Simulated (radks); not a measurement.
# Ni⁺ in [Ne] 3s1 3p6 3d10: an all-electron calculation

One table from this session's results is given with a row withheld; the runs are named, their logs left out.

The numbers are computed with radks (a radial shooting solver on a logarithmic mesh, Libxc functionals) version 1 (non-relativistic Kohn-Sham, TPSS, spin-polarised, spherical densities, point nucleus; open shells are filled with parallel spins first), except any that are marked as measured or tabulated.

## What is computed

- element: nickel (Z = 28)
- charge: +1
- electrons: 27
- configuration: [Ne] 3s1 3p6 3d10

Outer shells as boxes (Hund's rule):

Ni⁺
```
[Ne] core
3s [↑ ]
3p [↑↓][↑↓][↑↓]
3d [↑↓][↑↓][↑↓][↑↓][↑↓]
```

Set-up of the first run:

The run's settings:

```text
Z 28
configuration [Ne] 3s1 3p6 3d10
relativity non-relativistic
functional tpss,tpss
spin polarised
nucleus point
```

Run with:

```sh
python run_ks.py task.json out
```

This one command runs every case of the session in turn.

One of the session's tables, all rows but one given; the rest of the session is left out.

It belongs to the step «Shells». Sizes of the orbitals, from the radial functions (bohr):

```
  level      <r>  outermost maximum (interpolated)  90 % within  nodes
  1s up  0.05479                            0.0361       0.0976      0
1s down  0.05479                            0.0361       0.0976      0
  2s up   0.2479                             0.207        0.383      1
2s down   0.2479                             0.207        0.383      1
  2p up   0.2164                             0.166        0.354      0
2p down   0.2164                             0.166        0.354      0
  3s up   0.7511                             0.647         1.13      2
3s down   0.7541                             0.648         1.13      2
  3p up        ?                                 ?            ?      ?
3p down   0.7904                             0.652         1.22      1
  3d up    1.023                             0.633         1.81      0
3d down    1.058                             0.637         1.89      0
```

Q: Estimate the row for 3p up from the others.

As computed: <r>: 0.7857; outermost maximum (interpolated): 0.651; 90 % within: 1.21; nodes: 1. In the column «<r>» it lies between 3s down (0.7541) and 3p down (0.7904).
